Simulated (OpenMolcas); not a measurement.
# C2HClF4 (1,1,1,2-tetrafluorochloroethane): M06-2X/cc-pVTZ (RICD fitting)

What is the vertical singlet–triplet gap of C2HClF4 (1,1,1,2-tetrafluorochloroethane) at M06-2X/cc-pVTZ (RICD fitting)? 

The calculation is run with OpenMolcas 26.06.

## Step 1: Starting point

C2HClF4 has 8 atoms, charge 0, and is taken as a singlet. As SMILES, `FC(Cl)C(F)(F)F`. Geometry: relaxed at GFN2-xTB.

Bond lengths: F1–C2 1.349 Å, C2–Cl3 1.776 Å, C2–C4 1.541 Å, C4–F5 1.334 Å, C4–F6 1.326 Å, C4–F7 1.336 Å, C2–H8 1.098 Å. Some angles: F1–C2–Cl3 110.0°, F1–C2–C4 109.3°, Cl3–C2–C4 109.2°, C2–C4–F5 110.3°, C2–C4–F6 112.9°, C2–C4–F7 110.6°, F5–C4–F6 108.0°, F5–C4–F7 107.1°, F6–C4–F7 107.7°, F1–C2–H8 108.6°.

## Step 2: The energy at M06-2X/cc-pVTZ (RICD fitting)

The input, job.input:

```
* C2HClF4 Kohn-Sham DFT
&gateway
baslib=$CurrDir
coord
8
angstrom
F       -1.003260      -1.028440       1.043270
C       -0.035700      -0.765540       0.140610
Cl       1.554140      -1.176970       0.817380
C       -0.062960       0.734550      -0.212650
F        0.867250       1.012270      -1.128180
F        0.149790       1.516600       0.837040
F       -1.244310       1.072050      -0.738090
H       -0.224950      -1.364510      -0.759370
basis=cc-pVTZ
group=NoSym
ricd
&seward
gridinput
Grid=UltraFine
End of Grid
&scf
ksdft=M062X
prorbitals=0
```

The basis set cc-pVTZ is read from a file made from the Basis Set Exchange's data (not shown).

The run is started by

```console
$ export MOLCAS_MEM=1860
$ pymolcas job.input > job.log
```

The log of the run:

```text
--- Start Module: gateway ---
[...]
--- Stop Module: gateway /rc=_RC_ALL_IS_WELL_ ---
--- Start Module: seward ---
[...]
      Basis functions          228
--- Stop Module: seward /rc=_RC_ALL_IS_WELL_ ---
[...]
--- Start Module: scf ---
[...]
       Convergence after  12 Iterations
[...]
::    Total KS-DFT energy                            -936.4265698957
[...]
      Total spin, S                                     0.0000000000
[...]
      Total electronic charge=   66.000000
      Total            charge=   -0.000000
[...]
      Dipole Moment (debye):
      Origin of the operator (angstrom)=    0.2174    0.0439    0.2002
                   X= -2.3359E-02               Y= -1.1590E+00               Z= -9.7129E-01           Total=  1.5123E+00
      Quadrupole Moment (debye*angstrom):
[...]
--- Stop Module: scf /rc=_RC_ALL_IS_WELL_ ---
[...]
```

Run time: 2.7 min. Hardware: 1 thread of Arm Neoverse V1, shared host; peak memory 0.32 GiB.

## Step 3: The triplet

The input, job.inp:

```
>>> EXPORT MOLCAS_PRINT=2
&GATEWAY
BASLIB=$CurrDir
COORD
8
angstrom
F       -1.003260      -1.028440       1.043270
C       -0.035700      -0.765540       0.140610
Cl       1.554140      -1.176970       0.817380
C       -0.062960       0.734550      -0.212650
F        0.867250       1.012270      -1.128180
F        0.149790       1.516600       0.837040
F       -1.244310       1.072050      -0.738090
H       -0.224950      -1.364510      -0.759370
BASIS=cc-pVTZ
GROUP=NoSym
RICD
&SEWARD
GRIDINPUT
Grid=UltraFine
End of Grid
&SCF
UHF
SPIN=3
KSDFT=M062X
PRORBITALS=0
```

The basis set cc-pVTZ is read from a file made from the Basis Set Exchange's data (not shown).

The run is started by

```console
$ export MOLCAS_MEM=1860
$ pymolcas job.inp > job.log
```

The log of the run:

```text
--- Start Module: gateway ---
[...]
--- Stop Module: gateway /rc=_RC_ALL_IS_WELL_ ---
--- Start Module: seward ---
[...]
      Basis functions          228
--- Stop Module: seward /rc=_RC_ALL_IS_WELL_ ---
[...]
--- Start Module: scf ---
[...]
       Convergence after  28 Iterations
[...]
::    Total KS-DFT energy                            -936.1654419092
[...]
      Total spin, S                                     1.0016014809
[...]
      Total electronic charge=   66.000000
      Total            charge=   -0.000000
[...]
      Dipole Moment (debye):
      Origin of the operator (angstrom)=    0.2174    0.0439    0.2002
                   X=  1.0022E+00               Y= -1.5648E+00               Z= -5.1424E-01           Total=  1.9280E+00
      Quadrupole Moment (debye*angstrom):
[...]
--- Stop Module: scf /rc=_RC_ALL_IS_WELL_ ---
[...]
```

It took 11 min on 1 thread of Arm Neoverse V1, shared host; peak memory 0.33 GiB.

## Step 4: Outcome

Level: M06-2X/cc-pVTZ (RICD fitting).

| quantity | value |
| --- | --- |
| singlet: total energy | -936.42657 Eh |
| singlet: dipole moment | 1.51 D |
| singlet: HOMO energy | -10.97 eV |
| singlet: LUMO energy | 0.97 eV |
| singlet: HOMO–LUMO gap | 11.94 eV |
| triplet: total energy | -936.16544 Eh |
| triplet: dipole moment | 1.93 D |
| triplet: HOMO energy (highest over α and β) | -4.07 eV |
| triplet: ⟨S²⟩ | 2.005 |
| vertical energy of the triplet above the singlet | 7.106 eV |

In words: This program's gradients are faulty for this kind of reference, so any forces in the log (triplet) can't be trusted; the energy can. At this shape the triplet lies 7.11 eV (686 kJ/mol) above the singlet.
